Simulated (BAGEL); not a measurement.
# BPNH4Cl (SMILES NB(P)Cl) at HF/STO-3G (density fitting with qzvpp-jkfit)

Aim: the vertical ionisation energy of BPNH4Cl at HF/STO-3G (density fitting with qzvpp-jkfit), from 2 runs. 

The results are computed with BAGEL 1.2.2.

## 1. The system as given

BPNH4Cl has 8 atoms, charge 0, and is taken as a singlet. As SMILES, `NB(P)Cl`. The shape is that of a GFN2-xTB optimisation. This is one conformer, not always the lowest.

Bond lengths: N1–B2 1.383 Å, B2–P3 1.920 Å, B2–Cl4 1.734 Å, N1–H5 1.007 Å, N1–H6 1.008 Å, P3–H7 1.384 Å, P3–H8 1.382 Å. Angles: N1–B2–P3 122.1°, N1–B2–Cl4 118.2°, P3–B2–Cl4 119.5°, B2–N1–H5 123.7°, B2–N1–H6 123.1°, B2–P3–H7 96.6°, B2–P3–H8 96.6°, H5–N1–H6 113.2°, H7–P3–H8 93.8°.

## 2. The energy at HF/STO-3G (density fitting with qzvpp-jkfit)

calc.json

```json
{ "bagel" : [

{
  "title" : "molecule",
  "basis" : "sto-3g",
  "df_basis" : "qzvpp-jkfit",
  "angstrom" : true,
  "geometry" : [
    { "atom" : "N", "xyz" : [   -0.195810,    1.281380,   -0.285280 ] },
    { "atom" : "B", "xyz" : [   -0.517610,   -0.048610,   -0.083010 ] },
    { "atom" : "P", "xyz" : [    0.532930,   -1.191280,    1.046810 ] },
    { "atom" : "Cl", "xyz" : [   -1.981160,   -0.655140,   -0.789140 ] },
    { "atom" : "H", "xyz" : [    0.620080,    1.723810,    0.104860 ] },
    { "atom" : "H", "xyz" : [   -0.772560,    1.911540,   -0.819640 ] },
    { "atom" : "H", "xyz" : [    1.770760,   -0.737810,    0.624340 ] },
    { "atom" : "H", "xyz" : [    0.543380,   -2.283880,    0.201050 ] }
  ]
},
{ "title" : "hf" },
{ "title" : "print", "file" : "orbitals.molden", "orbitals" : true }

]}
```

Run with:

```console
$ BAGEL_NUM_THREADS=1 BAGEL calc.json > calc.out
```

Standard output:

```text
* using 1 threads per process

  ===============================================================
  ===============================================================

  *** Geometry ***

  { "atom" : "N", "xyz" : [     -0.370027,      2.421457,     -0.539101 ] },
  { "atom" : "B", "xyz" : [     -0.978141,     -0.091860,     -0.156866 ] },
  { "atom" : "P", "xyz" : [      1.007092,     -2.251193,      1.978184 ] },
  { "atom" : "Cl", "xyz" : [     -3.743850,     -1.238035,     -1.491258 ] },
  { "atom" : "H", "xyz" : [      1.171781,      3.257529,      0.198157 ] },
  { "atom" : "H", "xyz" : [     -1.459927,      3.612287,     -1.548895 ] },
  { "atom" : "H", "xyz" : [      3.346251,     -1.394259,      1.179832 ] },
  { "atom" : "H", "xyz" : [      1.026839,     -4.315908,      0.379929 ] },

  Number of auxiliary basis functions:      480

  Since a DF basis is specified, we compute 2- and 3-index integrals:
    o Being stored without compression. Storage requirement is 0.004 GB

  Number of basis functions:       32
  Number of electrons      :       48

    * METHOD: MOLECULE                             0.17

  *** RHF ***

  === Nuclear Repulsion ===
   187.6013351589

      * DIIS with orbital gradients will be used.

  === RHF iteration (sto-3g) ===
      0       -871.98273588          0.01047478           0.02
      1       -872.02878072          0.00310496           0.02
      2       -872.03242752          0.00076934           0.02
      3       -872.03276601          0.00011131           0.02
      4       -872.03277264          0.00003011           0.02
      5       -872.03277327          0.00000592           0.02
      6       -872.03277329          0.00000130           0.02
      7       -872.03277329          0.00000027           0.02
      8       -872.03277329          0.00000009           0.02
      9       -872.03277329          0.00000003           0.02
     10       -872.03277329          0.00000001           0.02
    * SCF iteration converged.

    * Permanent dipole moment:
           (   -0.841371,    -0.892048,    -0.001193) a.u.

    * METHOD: HF                                   0.33

    * METHOD: PRINT                                0.00

  ===============================================================
```

Run time: 0.62 s. Hardware: 1 thread of Arm Neoverse V1, shared host.

## 3. The doublet cation, same level

input.json

```json
{ "bagel" : [

{
  "title" : "molecule",
  "basis" : "sto-3g",
  "df_basis" : "qzvpp-jkfit",
  "angstrom" : true,
  "geometry" : [
    { "atom" : "N", "xyz" : [      -0.195810,       1.281380,      -0.285280 ] },
    { "atom" : "B", "xyz" : [      -0.517610,      -0.048610,      -0.083010 ] },
    { "atom" : "P", "xyz" : [       0.532930,      -1.191280,       1.046810 ] },
    { "atom" : "Cl", "xyz" : [      -1.981160,      -0.655140,      -0.789140 ] },
    { "atom" : "H", "xyz" : [       0.620080,       1.723810,       0.104860 ] },
    { "atom" : "H", "xyz" : [      -0.772560,       1.911540,      -0.819640 ] },
    { "atom" : "H", "xyz" : [       1.770760,      -0.737810,       0.624340 ] },
    { "atom" : "H", "xyz" : [       0.543380,      -2.283880,       0.201050 ] }
  ]
},

{ "title" : "uhf", "charge" : 1, "nopen" : 1 },

{ "title" : "print", "file" : "orbitals.molden", "orbitals" : true }

]}
```

Run with:

```console
$ BAGEL_NUM_THREADS=1 BAGEL input.json > input.out
```

Standard output:

```text
* using 1 threads per process

  ===============================================================
  ===============================================================

  *** Geometry ***

  { "atom" : "N", "xyz" : [     -0.370027,      2.421457,     -0.539101 ] },
  { "atom" : "B", "xyz" : [     -0.978141,     -0.091860,     -0.156866 ] },
  { "atom" : "P", "xyz" : [      1.007092,     -2.251193,      1.978184 ] },
  { "atom" : "Cl", "xyz" : [     -3.743850,     -1.238035,     -1.491258 ] },
  { "atom" : "H", "xyz" : [      1.171781,      3.257529,      0.198157 ] },
  { "atom" : "H", "xyz" : [     -1.459927,      3.612287,     -1.548895 ] },
  { "atom" : "H", "xyz" : [      3.346251,     -1.394259,      1.179832 ] },
  { "atom" : "H", "xyz" : [      1.026839,     -4.315908,      0.379929 ] },

  Number of auxiliary basis functions:      480

  Since a DF basis is specified, we compute 2- and 3-index integrals:
    o Being stored without compression. Storage requirement is 0.004 GB

  Number of basis functions:       32
  Number of electrons      :       48

    * METHOD: MOLECULE                             0.17

  *** Open-shell HF ***

  === Nuclear Repulsion ===
   187.6013351589

      * DIIS with orbital gradients will be used.

  === UHF iteration (sto-3g) ===
      0       -871.69970729          0.02596612           0.04
      1       -871.78042606          0.00813478           0.04
      2       -871.78761132          0.00342066           0.04
      3       -871.78891875          0.00104664           0.04
      4       -871.78944968          0.00041190           0.04
      5       -871.78958184          0.00022517           0.04
      6       -871.78964449          0.00009882           0.04
      7       -871.78965518          0.00004192           0.04
      8       -871.78965669          0.00000920           0.04
      9       -871.78965679          0.00000435           0.04
     10       -871.78965684          0.00000256           0.04
     11       -871.78965687          0.00000104           0.04
     12       -871.78965688          0.00000050           0.04
     13       -871.78965688          0.00000030           0.04
     14       -871.78965688          0.00000024           0.04
     15       -871.78965688          0.00000016           0.04
     16       -871.78965689          0.00000008           0.04
     17       -871.78965689          0.00000005           0.04
     18       -871.78965689          0.00000002           0.04
     19       -871.78965689          0.00000001           0.04
     20       -871.78965689          0.00000001           0.04
    * SCF iteration converged.

    * S^2 (UHF) is 0.7559

    * Permanent dipole moment:
           (   -2.440447,     0.039687,    -1.512577) a.u.

    * METHOD: UHF                                  0.99

    * METHOD: PRINT                                0.00

  ===============================================================
```

Wall time 1.3 s (1 thread of Arm Neoverse V1, shared host).

## 4. What came out

At HF/STO-3G (density fitting with qzvpp-jkfit):

| quantity | value |
| --- | --- |
| singlet BPNH4Cl: total energy | -872.03277 Eh |
| singlet BPNH4Cl: dipole moment | 3.12 D |
| singlet BPNH4Cl: HOMO energy | -7.61 eV |
| singlet BPNH4Cl: LUMO energy | 8.17 eV |
| singlet BPNH4Cl: HOMO–LUMO gap | 15.78 eV |
| doublet cation: total energy | -871.78966 Eh |
| doublet cation: ⟨S²⟩ | 0.756 |
| vertical ionisation energy (to the doublet cation) | 6.616 eV |

Removing an electron at fixed nuclei costs 6.62 eV (153 kcal/mol). −ε(HOMO) before ionisation, 7.61 eV, is 0.99 eV above this ionisation energy. In a minimal basis such a difference can be off by several eV, whatever the method.
